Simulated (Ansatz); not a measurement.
# BiTe (Tsumoite) (P-3m1) in Ansatz: further runs, part 2 of 2

Ansatz 0.2.0. Earlier steps stand in the parts before.

### 3 Band structure, LDA

File input.yaml:

```yaml
crystal:
  lattice:
    - [4.423, 0.0, 0.0]
    - [-2.2115, 3.8304303609, 0.0]
    - [0.0, 0.0, 24.002]
  atoms:
    - { symbol: Bi, position: [0.3333333333, 0.6666666667, 0.5425] }
    - { symbol: Bi, position: [0.6666666667, 0.3333333333, 0.4575] }
    - { symbol: Bi, position: [0.6666666667, 0.3333333333, 0.7092] }
    - { symbol: Bi, position: [0.3333333333, 0.6666666667, 0.2908] }
    - { symbol: Bi, position: [0.0, 0.0, 0.8758] }
    - { symbol: Bi, position: [0.0, 0.0, 0.1242] }
    - { symbol: Te, position: [0.0, 0.0, 0.6313] }
    - { symbol: Te, position: [0.0, 0.0, 0.3687] }
    - { symbol: Te, position: [0.3333333333, 0.6666666667, 0.7851] }
    - { symbol: Te, position: [0.6666666667, 0.3333333333, 0.2149] }
    - { symbol: Te, position: [0.6666666667, 0.3333333333, 0.9448] }
    - { symbol: Te, position: [0.3333333333, 0.6666666667, 0.0552] }
kpoints:
  mp_grid: { grid: [7, 7, 2] }
  band_path:
    path:
      - [0.0, 0.0, 0.0]
      - [0.5, 0.0, 0.0]
      - [0.3333333333, 0.3333333333, 0.0]
      - [0.0, 0.0, 0.0]
      - [0.0, 0.0, 0.5]
      - [0.5, 0.0, 0.5]
      - [0.3333333333, 0.3333333333, 0.5]
      - [0.0, 0.0, 0.5]
    npoints: 8
scf:
  occupations: { method: fermi_dirac, width: 0.05 }
hamiltonian:
  xc: lda
  pseudopotentials: { kind: all_electron, lapw: { basis_error: 0.002 } }
output:
  forces: true
  stress: true
  eigenvalues: true
```

Potentials or basis: all-electron LAPW, scalar-relativistic.

Command:

```sh
$ ansatz run input.yaml --threads 8 --pin off --max-ram 24576MiB --backend cpu --events-out ev --progress --plain --runs-dir out
```

What it wrote:

```text
Warning: RAYON_NUM_THREADS=8 ignored (pool sized by the plan → 8); use --threads N
[... 75 lines left out ...]
  k-point 15: bands = ["-147.0260", "-147.0260", "-146.7505", "-146.7505", "-146.7200", "-146.7200", "-141.7155", "-141.7155", "-141.4201", "-141.4201", "-140.5990", "-140.5990", "-136.9621", "-136.9621", "-136.9608", "-136.9608", "-136.9598", "-136.9598", "-136.9598", "-136.9598", "-136.9588", "-136.9588", "-136.9586", "-136.9586", "-136.9586", "-136.9586", "-136.6650", "-136.6650", "-136.6633", "-136.6633", "-136.6633", "-136.6633", "-136.6607", "-136.6607", "-136.6607", "-136.6607", "-136.6606", "-136.6606", "-136.6599", "-136.6599", "-135.8541", "-135.8541", "-135.8527", "-135.8527", "-135.8527", "-135.8527", "-135.8487", "-135.8487", "-135.8487", "-135.8487", "-135.8435", "-135.8435", "-135.8434", "-135.8434", "-97.2470", "-97.2470", "-97.2470", "-97.2470", "-97.2339", "-97.2339", "-96.9809", "-96.9809", "-96.9614", "-96.9614", "-96.9614", "-96.9614", "-96.9494", "-96.9494", "-96.9300", "-96.9300", "-96.9300", "-96.9300", "-79.8335", "-79.8335", "-79.8335", "-79.8335", "-79.8283", "-79.8283", "-79.5383", "-79.5383", "-79.5371", "-79.5371", "-79.5371", "-79.5371", "-78.7214", "-78.7212", "-78.7066", "-78.7060", "-78.7057", "-78.7052", "-24.8418", "-24.8404", "-24.8399", "-24.8387", "-24.8311", "-24.8291", "-24.8281", "-24.8253", "-24.8214", "-24.8210", "-24.5696", "-24.5696", "-24.5691", "-24.5691", "-24.5690", "-24.5690", "-24.5483", "-24.5483", "-24.5480", "-24.5480", "-24.5336", "-24.5336", "-24.5314", "-24.5314", "-24.5313", "-24.5313", "-24.5128", "-24.5128", "-24.5125", "-24.5125", "-11.2245", "-11.2244", "-11.2161", "-11.2160", "-11.2024", "-11.2023", "-11.1998", "-11.1998", "-11.1932", "-11.1931", "-10.9343", "-10.9343", "-10.9293", "-10.9293", "-10.9114", "-10.9114", "-10.9098", "-10.9098", "-10.9067", "-10.9067", "-10.1893", "-10.1178", "-10.0988", "-10.0974", "-10.0850", "-10.0706", "-10.0507", "-10.0366", "-10.0354", "-9.9880", "0.3782", "0.4566", "0.6935", "0.7120", "1.1189", "1.1440", "1.2452", "1.2663", "1.4498", "1.4700", "1.8338", "2.2722", "7.1715", "7.2667", "7.4306", "7.5339", "7.7949", "7.9312", "8.0466", "8.1190", "8.5945", "8.7847", "8.8784", "9.0352", "9.3622", "9.5083", "10.2516", "10.3043", "10.4019", "10.5468", "11.3504", "11.4823", "11.8511", "12.9544", "13.2075", "13.2457", "13.6795", "13.7313", "14.0904", "14.5369", "15.1767", "15.2487", "15.5079", "15.6590", "15.7067", "16.1361", "16.6005", "16.7017", "16.7434", "16.9219", "17.1733", "17.2334", "17.5631", "17.8643", "18.2082", "18.3533", "19.0188", "19.2719", "19.4108", "19.5466", "19.7067", "19.9426", "20.4227", "20.5433", "21.1536", "21.3533", "21.4119", "21.5771", "21.6371", "21.7120"]
```

Run time: 52 s. Hardware: 8 threads of Intel Xeon 6975P-C (Granite Rapids), shared host; peak memory 3.8 GiB.

Results:

* Free energy: -4620765.3408 eV
* Pressure: -1.9 GPa
* Largest force: 1.397 eV/Å
* Band gap along the path: none (metal or under the smearing width)

Forces in eV/Å, atoms in the order of the input:
```
Bi   0.000  0.000 -1.397
Bi   0.000  0.000  1.397
Bi   0.000  0.000 -0.713
Bi   0.000  0.000  0.713
Bi   0.000  0.000 -0.408
Bi   0.000  0.000  0.408
Te   0.000  0.000  0.549
Te   0.000  0.000 -0.549
Te   0.000  0.000  0.668
Te   0.000  0.000 -0.668
Te   0.000  0.000  0.069
Te   0.000  0.000 -0.069
```

Stress tensor (GPa, compression positive):
```
-1.58  0.00  0.00
 0.00 -1.58  0.00
 0.00  0.00 -2.57
```

Levels at the corners of the path, in eV from the Fermi level:
```tsv
point	band 179	band 180	band 181	band 182	band 183	band 184	band 185	band 186	band 187	band 188
Γ	-1.47	-0.62	-0.50	-0.10	-0.10	0.01	0.38	0.39	0.39	0.43
M	-1.73	-1.44	-1.28	-0.89	-0.62	0.56	0.68	0.93	0.95	1.09
K	-1.71	-1.70	-0.87	-0.87	-0.87	1.09	1.09	1.13	1.30	1.30
Γ	-1.47	-0.62	-0.50	-0.10	-0.10	0.01	0.38	0.39	0.39	0.43
A	-1.50	-0.70	-0.32	-0.16	-0.04	-0.04	0.16	0.16	0.50	0.71
L	-1.89	-1.79	-0.90	-0.56	-0.54	0.08	0.35	0.54	1.06	1.52
H	-2.13	-2.13	-0.60	-0.57	-0.57	0.57	0.57	0.65	1.90	2.00
A	-1.50	-0.70	-0.32	-0.16	-0.04	-0.04	0.16	0.16	0.50	0.71
```

Caveat: spin-orbit coupling is left out, which moves the levels of the heavy elements; forces of over 1 eV/Å show positions far from the minimum, so gaps and moduli don't describe the material at rest.

### 4 Band structure, PBE

input.yaml: that of step 3 with these lines changed.

```diff
@@ -34,3 +34,3 @@
 hamiltonian:
-  xc: lda
+  xc: pbe
   pseudopotentials: { kind: all_electron, lapw: { basis_error: 0.002 } }
```

Command:

```sh
$ ansatz run input.yaml --threads 8 --pin off --max-ram 24576MiB --backend cpu --events-out ev --progress --plain --runs-dir out
```

It took 54 s on 8 threads of Intel Xeon 6975P-C (Granite Rapids), shared host; peak memory 3.8 GiB.

Results (log left out):

```
Free energy             : -4623543.8205 eV
Pressure                : 1.7 GPa
Largest force           : 1.392 eV/Å
Band gap along the path : none (metal or under the smearing width)
```

Forces on the atoms (eV/Å):
```
Bi   0.000  0.000 -1.392
Bi   0.000  0.000  1.392
Bi   0.000  0.000 -0.748
Bi   0.000  0.000  0.748
Bi   0.000  0.000 -0.505
Bi   0.000  0.000  0.505
Te   0.000  0.000  0.523
Te   0.000  0.000 -0.523
Te   0.000  0.000  0.755
Te   0.000  0.000 -0.755
Te   0.000  0.000  0.233
Te   0.000  0.000 -0.233
```

Stress tensor (GPa, compression positive):
```
1.99 0.00 0.00
0.00 1.99 0.00
0.00 0.00 1.24
```

Levels at the corners of the path, in eV from the Fermi level:
| point | band 181 | band 182 | band 183 | band 184 | band 185 | band 186 |
| --- | --- | --- | --- | --- | --- | --- |
| Γ | -0.46 | -0.11 | -0.11 | 0.03 | 0.37 | 0.37 |
| M | -1.31 | -0.89 | -0.65 | 0.56 | 0.68 | 0.91 |
| K | -0.90 | -0.89 | -0.89 | 1.09 | 1.09 | 1.13 |
| Γ | -0.46 | -0.11 | -0.11 | 0.03 | 0.37 | 0.37 |
| A | -0.31 | -0.12 | -0.05 | -0.05 | 0.14 | 0.14 |
| L | -0.94 | -0.58 | -0.57 | 0.10 | 0.35 | 0.52 |
| H | -0.64 | -0.61 | -0.61 | 0.58 | 0.58 | 0.65 |
| A | -0.31 | -0.12 | -0.05 | -0.05 | 0.14 | 0.14 |

Caveat: spin-orbit coupling is left out, which moves the levels of the heavy elements; forces of over 1 eV/Å show positions far from the minimum, so gaps and moduli don't describe the material at rest.

### 5 Summary

| level | pressure (GPa) | largest force (eV/Å) |
| --- | --- | --- |
| PBEsol | -0.8 | 1.37 |
| LDA | -1.9 | 1.40 |
| PBE | 1.7 | 1.39 |

Alike in all rows: task band structure; potentials or basis all-electron LAPW, scalar-relativistic; no spin polarisation; cell as given; k mesh 7 × 7 × 2; cutoff (eV) 192; smearing fermi-dirac 0.05 eV; basis error allowed 0.002 eV/atom.

The pressure there spans -1.9 GPa (LDA) to 1.7 GPa (PBE); a positive pressure means that this level wants a larger cell, a negative one a smaller.

Caveats: spin-orbit coupling is left out, which moves the levels of the heavy elements; forces of over 1 eV/Å show positions far from the minimum, so gaps and moduli don't describe the material at rest.

Compare energies only between runs with the same functional and basis.
